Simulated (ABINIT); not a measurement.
Crystal: TaAs.

```
Ta As
1.0
    -1.72181    1.72181    5.86794
     1.72181   -1.72181    5.86794
     1.72181    1.72181   -5.86794
Ta As
2 2
Direct
  0.49997 0.49997 0.00000
  0.24997 0.74997 0.50000
  0.08263 0.08263 0.00000
  0.83263 0.33263 0.50000
```

The cell is a database's computed one.

Base run:

```yaml
Program: ABINIT 10.8.3 (patched build)
Functional: PBEsol
Potentials_or_basis: JTH PAW PBE v2.0
Cutoff: 517 eV
k_mesh: 7 × 7 × 7
Occupations: fermi-dirac, width 0.05 eV
Spin: no spin polarisation
```

Its results: band gap on the k mesh 0.07 eV, direct; pressure -3.7 GPa; largest force 0.026 eV/Å.

Question: After a change of settings the same cell gave: band gap on the k mesh none (metal or under the smearing width); pressure -3.2 GPa; largest force 0.025 eV/Å. Which change was it?
A. k mesh from 7 × 7 × 7 to 4 × 4 × 4
B. functional from PBEsol to PBE
C. functional from PBEsol to PBE; k mesh from 7 × 7 × 7 to 11 × 11 × 11
D. functional from PBEsol to PBE; k mesh from 7 × 7 × 7 to 4 × 4 × 4

Answer: A.

Caveats: some runs use coarse meshes; the PAW data sets were made with another functional, which shifts forces and pressure a little; spin-orbit coupling is left out, which moves the levels of the heavy elements (some runs); an odd mesh through Γ misses points on the zone boundary, where band edges often lie (some runs).

Not every run made on this cell is shown here.
